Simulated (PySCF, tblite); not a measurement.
**C₂H₆BClO₂: a rotation path, then NMR shifts on frames**

How do NMR shifts of C₂H₆BClO₂ (`OB(O)CCCl`) change as the atoms move?

The runs use tblite 0.8.0 and PySCF 2.14.0, with density-fitted response routines of our own; the level of theory stands in each step. All values are computed, except where a source is named. Atoms count from 0, in the outputs and in this text.

### 1 Starting geometry

12 atoms, charge 0, multiplicity 1; geometry from: GFN2-xTB.

Bonds of the start (Å): O0–B1 1.35, B1–O2 1.35, B1–C3 1.61, C3–C4 1.52, C4–Cl5 1.79, O0–H6 0.96, O2–H7 0.96, C3–H8 1.09, C3–H9 1.09, C4–H10 1.09, C4–H11 1.09.

### 2 A band between two rotamers with GFN2-xTB

The job: settings as JSON, then the geometry in Å.

```
{"job": {"kind": "neb", "xc": "GFN2-xTB", "basis": "xTB", "atoms": [1, 3, 4, 5], "turn": 120}, "charge": 0, "multiplicity": 1}
O      1.158445     0.118533    -1.177269
B      1.068414     0.308537     0.157516
O      2.055562     0.979538     0.785932
C     -0.144145    -0.231844     1.074621
C     -1.526268    -0.185023     0.441330
Cl    -1.632910    -1.257412    -0.989064
H      0.439012    -0.370338    -1.585058
H      2.767761     1.259300     0.208714
H      0.071516    -1.259649     1.375454
H     -0.185851     0.354988     1.992951
H     -2.297644    -0.533803     1.128880
H     -1.772692     0.816488     0.089405
```

Level: GFN2-xTB climbing-image nudged elastic band, gas phase.

Run with:

```sh
$ OMP_NUM_THREADS=1 python probes_run.py task.json out
```

The driver reads the jobs from task.json and runs them one after another.

Standard output:

```text
image   E - E0 / eV
  0      -0.0000
  1       0.0374
  2       0.1026
  3       0.1546
  4       0.1744
  5       0.1605
  6       0.1280
  7       0.0987
  8       0.0887
```

It took 2.2 s on 1 thread of Arm Neoverse V1, shared host; peak memory 0.18 GiB.

The final band, with the dihedral B1–C3–C4–Cl5:

| image | dihedral (°) | energy (eV) | energy (kcal/mol) |
| --- | --- | --- | --- |
| 0 | 64 | 0.000 | 0.0 |
| 1 | 79 | 0.037 | 0.9 |
| 2 | 94 | 0.103 | 2.4 |
| 3 | 109 | 0.155 | 3.6 |
| 4 | 123 | 0.174 | 4.0 |
| 5 | 138 | 0.161 | 3.7 |
| 6 | 153 | 0.128 | 3.0 |
| 7 | 167 | 0.099 | 2.3 |
| 8 | 181 | 0.089 | 2.0 |

### 3 Shielding tensors: image 0, PBE0/pcSseg-1

The job: settings as JSON, then the geometry in Å.

```
{"job": {"kind": "nmr", "xc": "PBE0", "basis": "pcSseg-1", "pop": false}, "charge": 0, "multiplicity": 1}
O      1.158400     0.118500    -1.177300
B      1.068400     0.308500     0.157500
O      2.055600     0.979500     0.785900
C     -0.144100    -0.231800     1.074600
C     -1.526300    -0.185000     0.441300
Cl    -1.632900    -1.257400    -0.989100
H      0.439000    -0.370300    -1.585100
H      2.767800     1.259300     0.208700
H      0.071500    -1.259600     1.375500
H     -0.185900     0.355000     1.993000
H     -2.297600    -0.533800     1.128900
H     -1.772700     0.816500     0.089400
```

Level: GIAO PBE0/pcSseg-1 NMR shielding, non-relativistic, gas phase.

Standard output:

```text
coarse grid: 10776 points
cycle   1  E = -714.7744295957  dE =  7.087e-01  |g| = 8.605e-01  |ddm| = 2.930e+00
cycle   2  E = -714.6718549588  dE =  1.026e-01  |g| = 1.164e+00  |ddm| = 1.307e+00
cycle   3  E = -714.9079459284  dE = -2.361e-01  |g| = 7.856e-02  |ddm| = 7.888e-01
cycle   4  E = -714.9091717449  dE = -1.226e-03  |g| = 2.879e-02  |ddm| = 8.124e-02
cycle   5  E = -714.9093584344  dE = -1.867e-04  |g| = 6.405e-03  |ddm| = 2.510e-02
cycle   6  E = -714.9093672610  dE = -8.827e-06  |g| = 1.837e-03  |ddm| = 7.014e-03
final grid: 100024 points
cycle   7  E = -714.9611277562  dE = -3.575e-05  |g| = 9.806e-03  |ddm| = 1.955e-02
cycle   8  E = -714.9611088289  dE =  1.893e-05  |g| = 1.374e-02  |ddm| = 1.585e-02
cycle   9  E = -714.9611477873  dE = -3.896e-05  |g| = 8.493e-04  |ddm| = 9.558e-03
cycle  10  E = -714.9611478958  dE = -1.085e-07  |g| = 2.744e-04  |ddm| = 7.670e-04
cycle  11  E = -714.9611479092  dE = -1.338e-08  |g| = 8.786e-05  |ddm| = 2.101e-04
cycle  12  E = -714.9611479105  dE = -1.304e-09  |g| = 2.502e-05  |ddm| = 7.164e-05
cycle  13  E = -714.9611479107  dE = -1.171e-10  |g| = 4.804e-06  |ddm| = 1.737e-05
converged SCF energy = -714.9611479107

GIAO shielding tensors (ppm)
atom      isotropic    diamagn.    paramagn.     s11        s22        s33       span
  0 O      197.963     389.978    -192.015     82.994    241.757    269.136    186.143
  1 B       71.863     192.633    -120.769     60.116     63.805     91.668     31.552
  2 O      215.773     384.675    -168.902    117.960    262.116    267.242    149.282
  3 C      166.849     252.670     -85.821    149.619    168.587    182.342     32.722
  4 C      136.416     247.108    -110.692    102.864    134.739    171.644     68.780
  5 Cl     865.011    1147.936    -282.924    696.590    827.330   1071.114    374.524
  6 H       25.487      31.771      -6.284     16.061     24.463     35.939     19.878
  7 H       27.675      29.801      -2.127     21.879     23.102     38.043     16.164
  8 H       30.491      30.662      -0.171     26.589     29.440     35.445      8.856
  9 H       30.527      30.829      -0.302     25.344     28.945     37.293     11.949
 10 H       27.753      28.839      -1.087     21.093     27.435     34.731     13.638
 11 H       28.019      30.019      -2.000     22.736     27.454     33.868     11.132
```

It took 10 s on 1 thread of Arm Neoverse V1, shared host; peak memory 0.68 GiB.

Shifts follow as δ = σ(reference) − σ, with reference shieldings (ppm) from runs at the same level and on the same kind of geometry: 1H TMS 31.72, 13C TMS 186.9, 17O H2O 336.1, 11B BF3·OEt2 100.1, 35Cl HCl 950. The references are single molecules in the gas phase, so shifts against H2O, NH3, PH3, H3PO4 or CFCl3 are not on the usual liquid scales and can be off by tens of ppm. Each atom is listed at this fixed geometry, with no averaging over motion; a spectrum would average atoms that exchange fast.

| atoms | environment | σ (ppm) | δ (ppm) |
| --- | --- | --- | --- |
| C4 | sp3 CH2 bonded to Cl | 136.4 | 50.5 |
| C3 | sp3 CH2 bonded to B | 166.8 | 20.1 |
| H6 | hydrogen on an oxygen bonded to B | 25.49 | 6.23 |
| H7 | hydrogen on an oxygen bonded to B | 27.67 | 4.04 |
| H10 | hydrogen on an sp3 CH2 bonded to Cl | 27.75 | 3.96 |
| H11 | hydrogen on an sp3 CH2 bonded to Cl | 28.02 | 3.70 |
| H8 | hydrogen on an sp3 CH2 bonded to B | 30.49 | 1.23 |
| H9 | hydrogen on an sp3 CH2 bonded to B | 30.53 | 1.19 |
| O0 | oxygen bonded to B, H | 198.0 | 138.1 |
| O2 | oxygen bonded to B, H | 215.8 | 120.3 |
| B1 | boron bonded to C, 2 O | 71.9 | 28.2 |
| Cl5 | chlorine bonded to C | 865 | 85 |

### 4 NMR shieldings: image 2, PBE0/pcSseg-1

The job: settings as JSON, then the geometry in Å.

```
{"job": {"kind": "nmr", "xc": "PBE0", "basis": "pcSseg-1", "pop": false}, "charge": 0, "multiplicity": 1}
O      1.152400     0.324000    -1.183000
B      1.076400     0.343800     0.169900
O      2.051800     0.953700     0.869700
C     -0.123000    -0.307800     1.021700
C     -1.515100    -0.192900     0.402100
Cl    -1.932900    -1.643400    -0.561600
H      0.457000    -0.141900    -1.645500
H      2.761600     1.323700     0.342700
H      0.096800    -1.362300     1.200000
H     -0.141200     0.161100     2.005300
H     -2.287400    -0.108900     1.166000
H     -1.595200     0.650300    -0.283900
```

Method: GIAO PBE0/pcSseg-1 NMR shielding, non-relativistic, gas phase.

Standard output:

```text
coarse grid: 10776 points
cycle   1  E = -714.7680789530  dE =  6.926e-01  |g| = 8.595e-01  |ddm| = 2.926e+00
cycle   2  E = -714.6663541353  dE =  1.017e-01  |g| = 1.161e+00  |ddm| = 1.310e+00
cycle   3  E = -714.9021034820  dE = -2.357e-01  |g| = 8.018e-02  |ddm| = 7.847e-01
cycle   4  E = -714.9033735146  dE = -1.270e-03  |g| = 2.937e-02  |ddm| = 8.157e-02
cycle   5  E = -714.9035681948  dE = -1.947e-04  |g| = 6.522e-03  |ddm| = 2.534e-02
cycle   6  E = -714.9035774507  dE = -9.256e-06  |g| = 1.923e-03  |ddm| = 7.551e-03
final grid: 100024 points
cycle   7  E = -714.9558631437  dE = -3.827e-05  |g| = 9.674e-03  |ddm| = 2.222e-02
cycle   8  E = -714.9558450460  dE =  1.810e-05  |g| = 1.339e-02  |ddm| = 1.549e-02
cycle   9  E = -714.9558831377  dE = -3.809e-05  |g| = 8.128e-04  |ddm| = 9.196e-03
cycle  10  E = -714.9558832465  dE = -1.088e-07  |g| = 1.840e-04  |ddm| = 8.186e-04
cycle  11  E = -714.9558832532  dE = -6.647e-09  |g| = 5.748e-05  |ddm| = 1.622e-04
cycle  12  E = -714.9558832538  dE = -6.332e-10  |g| = 1.840e-05  |ddm| = 5.423e-05
converged SCF energy = -714.9558832538

GIAO shielding tensors (ppm)
atom      isotropic    diamagn.    paramagn.     s11        s22        s33       span
  0 O      213.832     389.407    -175.575     93.169    264.934    283.394    190.225
  1 B       70.988     192.658    -121.670     55.845     65.341     91.779     35.935
  2 O      216.299     384.546    -168.247    117.658    258.788    272.451    154.793
  3 C      164.742     252.489     -87.748    140.196    163.960    190.069     49.872
  4 C      140.125     247.176    -107.051    110.449    138.923    171.003     60.554
  5 Cl     832.235    1147.031    -314.797    586.720    830.767   1079.216    492.496
  6 H       26.890      32.480      -5.590     19.657     26.001     35.012     15.355
  7 H       27.608      29.689      -2.082     21.770     22.902     38.151     16.381
  8 H       30.535      30.712      -0.177     26.215     30.795     34.594      8.379
  9 H       30.162      31.142      -0.979     24.816     29.089     36.582     11.766
 10 H       27.885      28.950      -1.065     21.215     27.837     34.603     13.388
 11 H       28.290      30.597      -2.307     23.537     27.794     33.539     10.002
```

Wall time 9.8 s (1 thread of Arm Neoverse V1, shared host); peak memory 0.74 GiB.

This run: δ C4 46.8, C3 22.2, O0 122.2, O2 119.8, H6 4.83, H7 4.11 ppm.

### 5 NMR shieldings: image 4, PBE0/pcSseg-1

The job: settings as JSON, then the geometry in Å.

```
{"job": {"kind": "nmr", "xc": "PBE0", "basis": "pcSseg-1", "pop": false}, "charge": 0, "multiplicity": 1}
O      1.159900     0.506100    -1.157200
B      1.075000     0.396800     0.192600
O      2.046100     0.939600     0.948200
C     -0.108400    -0.372500     0.964400
C     -1.503600    -0.222100     0.354600
Cl    -2.247200    -1.806400    -0.036200
H      0.479600     0.075700    -1.672700
H      2.753100     1.363500     0.459200
H      0.156800    -1.431200     0.992300
H     -0.125300    -0.048100     2.003700
H     -2.191000     0.269300     1.041300
H     -1.493900     0.328600    -0.586900
```

With the program's defaults for keys left out, this is: GIAO PBE0/pcSseg-1 NMR shielding, non-relativistic, gas phase.

Standard output:

```text
coarse grid: 10776 points
cycle   1  E = -714.7632187341  dE =  6.934e-01  |g| = 8.617e-01  |ddm| = 2.927e+00
cycle   2  E = -714.6596828135  dE =  1.035e-01  |g| = 1.167e+00  |ddm| = 1.292e+00
cycle   3  E = -714.8982465853  dE = -2.386e-01  |g| = 8.145e-02  |ddm| = 7.711e-01
cycle   4  E = -714.8995575950  dE = -1.311e-03  |g| = 2.976e-02  |ddm| = 8.266e-02
cycle   5  E = -714.8997566880  dE = -1.991e-04  |g| = 7.010e-03  |ddm| = 2.586e-02
cycle   6  E = -714.8997672793  dE = -1.059e-05  |g| = 2.098e-03  |ddm| = 7.971e-03
cycle   7  E = -714.8997680108  dE = -7.315e-07  |g| = 7.535e-04  |ddm| = 1.893e-03
final grid: 100024 points
cycle   8  E = -714.9518724164  dE = -3.939e-05  |g| = 8.609e-03  |ddm| = 2.011e-02
cycle   9  E = -714.9518603268  dE =  1.209e-05  |g| = 1.157e-02  |ddm| = 1.319e-02
cycle  10  E = -714.9518870325  dE = -2.671e-05  |g| = 9.502e-04  |ddm| = 7.716e-03
cycle  11  E = -714.9518871786  dE = -1.461e-07  |g| = 1.819e-04  |ddm| = 9.369e-04
cycle  12  E = -714.9518871846  dE = -5.991e-09  |g| = 7.663e-05  |ddm| = 1.665e-04
cycle  13  E = -714.9518871856  dE = -1.021e-09  |g| = 2.277e-05  |ddm| = 5.536e-05
cycle  14  E = -714.9518871857  dE = -8.527e-11  |g| = 5.608e-06  |ddm| = 1.574e-05
converged SCF energy = -714.9518871857

GIAO shielding tensors (ppm)
atom      isotropic    diamagn.    paramagn.     s11        s22        s33       span
  0 O      216.998     389.032    -172.033     95.452    260.077    295.466    200.015
  1 B       71.344     192.961    -121.616     55.701     66.510     91.822     36.122
  2 O      216.433     384.428    -167.994    116.682    257.328    275.289    158.607
  3 C      163.796     252.522     -88.726    133.253    164.837    193.297     60.045
  4 C      140.891     246.461    -105.569    110.457    140.508    171.710     61.253
  5 Cl     808.350    1146.085    -337.736    517.001    827.785   1080.263    563.262
  6 H       27.192      32.724      -5.532     20.517     26.058     35.001     14.484
  7 H       27.562      29.631      -2.069     21.630     22.926     38.130     16.501
  8 H       30.569      30.762      -0.192     25.738     31.542     34.428      8.690
  9 H       29.736      31.084      -1.348     24.820     29.074     35.315     10.495
 10 H       27.928      28.985      -1.057     21.826     27.988     33.970     12.144
 11 H       28.509      30.990      -2.480     22.890     28.564     34.073     11.183
```

Wall time 10 s (1 thread of Arm Neoverse V1, shared host); peak memory 0.74 GiB.

In short: δ C4 46.0, C3 23.1, O2 119.6, O0 119.1, H6 4.53, H7 4.16 ppm.

### 6 Nuclear shieldings: image 6, PBE0/pcSseg-1

The job: settings as JSON, then the geometry in Å.

```
{"job": {"kind": "nmr", "xc": "PBE0", "basis": "pcSseg-1", "pop": false}, "charge": 0, "multiplicity": 1}
O      1.161100     0.676900    -1.118300
B      1.066000     0.438300     0.214800
O      2.024900     0.921600     1.022700
C     -0.093600    -0.445800     0.896500
C     -1.483300    -0.266500     0.304000
Cl    -2.487700    -1.737600     0.518400
H      0.492900     0.295400    -1.684900
H      2.726300     1.401300     0.579100
H      0.202900    -1.492000     0.789000
H     -0.122500    -0.247800     1.966900
H     -2.023100     0.546400     0.787700
H     -1.462800    -0.091000    -0.772400
```

Method: GIAO PBE0/pcSseg-1 NMR shielding, non-relativistic, gas phase.

Standard output:

```text
coarse grid: 10776 points
cycle   1  E = -714.7656198095  dE =  6.977e-01  |g| = 8.630e-01  |ddm| = 2.931e+00
cycle   2  E = -714.6619050196  dE =  1.037e-01  |g| = 1.168e+00  |ddm| = 1.283e+00
cycle   3  E = -714.9012121040  dE = -2.393e-01  |g| = 8.197e-02  |ddm| = 7.631e-01
cycle   4  E = -714.9025447608  dE = -1.333e-03  |g| = 2.980e-02  |ddm| = 8.268e-02
cycle   5  E = -714.9027428808  dE = -1.981e-04  |g| = 7.173e-03  |ddm| = 2.614e-02
cycle   6  E = -714.9027539552  dE = -1.107e-05  |g| = 2.181e-03  |ddm| = 8.297e-03
cycle   7  E = -714.9027547273  dE = -7.721e-07  |g| = 7.972e-04  |ddm| = 1.943e-03
final grid: 100024 points
cycle   8  E = -714.9545924698  dE = -3.874e-05  |g| = 8.499e-03  |ddm| = 1.928e-02
cycle   9  E = -714.9545805037  dE =  1.197e-05  |g| = 1.145e-02  |ddm| = 1.285e-02
cycle  10  E = -714.9546067922  dE = -2.629e-05  |g| = 9.161e-04  |ddm| = 7.654e-03
cycle  11  E = -714.9546069271  dE = -1.350e-07  |g| = 1.844e-04  |ddm| = 9.080e-04
cycle  12  E = -714.9546069335  dE = -6.312e-09  |g| = 7.123e-05  |ddm| = 1.607e-04
cycle  13  E = -714.9546069343  dE = -8.883e-10  |g| = 2.251e-05  |ddm| = 5.410e-05
converged SCF energy = -714.9546069343

GIAO shielding tensors (ppm)
atom      isotropic    diamagn.    paramagn.     s11        s22        s33       span
  0 O      216.384     389.121    -172.737     92.543    260.008    296.601    204.058
  1 B       72.631     193.154    -120.523     58.006     67.317     92.570     34.564
  2 O      216.048     384.372    -168.324    116.253    258.274    273.618    157.365
  3 C      162.434     253.432     -90.997    137.015    162.479    187.810     50.795
  4 C      138.403     246.126    -107.722    106.522    137.009    171.679     65.157
  5 Cl     811.925    1145.415    -333.490    560.122    791.136   1084.517    524.396
  6 H       27.345      33.065      -5.720     20.593     26.216     35.227     14.634
  7 H       27.545      29.618      -2.073     21.618     22.923     38.095     16.478
  8 H       30.613      31.070      -0.457     26.107     31.264     34.469      8.363
  9 H       29.835      31.066      -1.231     25.314     29.587     34.604      9.289
 10 H       28.019      29.195      -1.176     22.258     28.301     33.499     11.240
 11 H       28.544      31.076      -2.532     21.780     29.059     34.794     13.014
```

Wall time 9.9 s (1 thread of Arm Neoverse V1, shared host); peak memory 0.74 GiB.

This run: δ C4 48.5, C3 24.5, O2 120.0, O0 119.7, H6 4.37, H7 4.17 ppm.

### 7 Shielding tensors: image 8, PBE0/pcSseg-1

The job: settings as JSON, then the geometry in Å.

```
{"job": {"kind": "nmr", "xc": "PBE0", "basis": "pcSseg-1", "pop": false}, "charge": 0, "multiplicity": 1}
O      1.104300     0.859000    -1.053000
B      1.059700     0.448500     0.241200
O      2.021100     0.877000     1.076400
C     -0.063300    -0.538600     0.838100
C     -1.441900    -0.333000     0.236600
Cl    -2.641900    -1.449200     0.962700
H      0.425600     0.539400    -1.643700
H      2.680900     1.443200     0.672700
H      0.245900    -1.572600     0.667800
H     -0.117900    -0.408500     1.918200
H     -1.813200     0.675000     0.420500
H     -1.458100    -0.540900    -0.834200
```

Level: GIAO PBE0/pcSseg-1 NMR shielding, non-relativistic, gas phase.

Standard output:

```text
coarse grid: 10776 points
cycle   1  E = -714.7672704994  dE =  6.990e-01  |g| = 8.627e-01  |ddm| = 2.936e+00
cycle   2  E = -714.6638363643  dE =  1.034e-01  |g| = 1.168e+00  |ddm| = 1.297e+00
cycle   3  E = -714.9029037177  dE = -2.391e-01  |g| = 8.202e-02  |ddm| = 7.723e-01
cycle   4  E = -714.9042391922  dE = -1.335e-03  |g| = 2.984e-02  |ddm| = 8.240e-02
cycle   5  E = -714.9044371644  dE = -1.980e-04  |g| = 7.127e-03  |ddm| = 2.618e-02
cycle   6  E = -714.9044480049  dE = -1.084e-05  |g| = 2.237e-03  |ddm| = 8.386e-03
cycle   7  E = -714.9044488090  dE = -8.042e-07  |g| = 8.218e-04  |ddm| = 1.980e-03
final grid: 100024 points
cycle   8  E = -714.9565981079  dE = -3.949e-05  |g| = 9.057e-03  |ddm| = 1.940e-02
cycle   9  E = -714.9565845250  dE =  1.358e-05  |g| = 1.225e-02  |ddm| = 1.379e-02
cycle  10  E = -714.9566142477  dE = -2.972e-05  |g| = 9.632e-04  |ddm| = 8.211e-03
cycle  11  E = -714.9566143982  dE = -1.504e-07  |g| = 1.980e-04  |ddm| = 9.622e-04
cycle  12  E = -714.9566144052  dE = -7.039e-09  |g| = 8.135e-05  |ddm| = 1.687e-04
cycle  13  E = -714.9566144064  dE = -1.131e-09  |g| = 2.358e-05  |ddm| = 5.967e-05
cycle  14  E = -714.9566144065  dE = -9.345e-11  |g| = 5.763e-06  |ddm| = 1.676e-05
converged SCF energy = -714.9566144065

GIAO shielding tensors (ppm)
atom      isotropic    diamagn.    paramagn.     s11        s22        s33       span
  0 O      213.674     389.639    -175.965     89.822    264.381    286.820    196.997
  1 B       72.740     193.023    -120.283     57.526     67.546     93.148     35.623
  2 O      214.663     384.407    -169.744    114.632    258.234    271.123    156.491
  3 C      162.567     253.907     -91.341    140.743    159.875    187.083     46.340
  4 C      138.136     246.684    -108.547    105.069    135.937    173.403     68.334
  5 Cl     823.035    1145.111    -322.076    622.384    761.757   1084.964    462.579
  6 H       27.549      33.418      -5.869     20.819     26.386     35.443     14.623
  7 H       27.518      29.635      -2.117     21.712     22.894     37.948     16.236
  8 H       30.365      31.196      -0.830     26.547     29.957     34.592      8.045
  9 H       30.200      31.167      -0.967     25.408     30.674     34.519      9.111
 10 H       28.183      29.781      -1.599     21.953     29.102     33.493     11.540
 11 H       28.407      30.805      -2.398     21.651     29.319     34.251     12.600
```

Run time: 10 s. Hardware: 1 thread of Arm Neoverse V1, shared host; peak memory 0.74 GiB.

Key values: δ C4 48.8, C3 24.4, O0 122.4, O2 121.4, H7 4.20, H6 4.17 ppm.

### 8 Run by run: NMR shifts

Shifts (ppm) of some atoms, chosen among heavy atoms and hydrogens apart, with basis size and wall time:

| frame | C4 | C3 | H6 | H9 | O0 | O2 | Cl5 | functions | time |
| --- | --- | --- | --- | --- | --- | --- | --- | --- | --- |
| image 0 | 50.5 | 20.1 | 6.23 | 1.19 | 138.1 | 120.3 | 85 | 139 | 10 s |
| image 2 | 46.8 | 22.2 | 4.83 | 1.55 | 122.2 | 119.8 | 118 | 139 | 9.8 s |
| image 4 | 46.0 | 23.1 | 4.53 | 1.98 | 119.1 | 119.6 | 141 | 139 | 10 s |
| image 6 | 48.5 | 24.5 | 4.37 | 1.88 | 119.7 | 120.0 | 138 | 139 | 9.9 s |
| image 8 | 48.8 | 24.4 | 4.17 | 1.52 | 122.4 | 121.4 | 127 | 139 | 10 s |

### 9 Outcome

| quantity | value |
| --- | --- |
| barrier | 0.174 eV (4.0 kcal/mol) at image 4 |
| end to end (GFN2-xTB) | 0.089 eV |
| 13C shifts against TMS (PBE0/pcSseg-1, image 0) | 50.5, 20.1 ppm |
| 1H shifts against TMS (PBE0/pcSseg-1, image 0) | 6.23, 4.04, 3.96, 3.70, 1.23, 1.19 ppm |
| 17O shifts against H2O (PBE0/pcSseg-1, image 0) | 138.1, 120.3 ppm |
| 11B shifts against BF3·OEt2 (PBE0/pcSseg-1, image 0) | 28.2 ppm |
| 35Cl shifts against HCl (PBE0/pcSseg-1, image 0) | 85 ppm |
| range of the shift of Cl5 | 85 to 141 ppm |

What this shows: Along the band the dihedral turns by 117°, and the top (dihedral 123°) lies 4.0 kcal/mol above the start (GFN2-xTB, rough), so at room temperature this motion is fast. The top was not checked by a frequency run. Shifts at one fixed geometry are not the observed spectrum, which averages over the motion. In the first frame run (image 0): The widest tensor belongs to Cl5: span 375 ppm, with a paramagnetic part of -283 ppm. In ppm, Cl5 moves most: its shift spreads over 57 ppm, from 85 (image 0) to 141 (image 4).
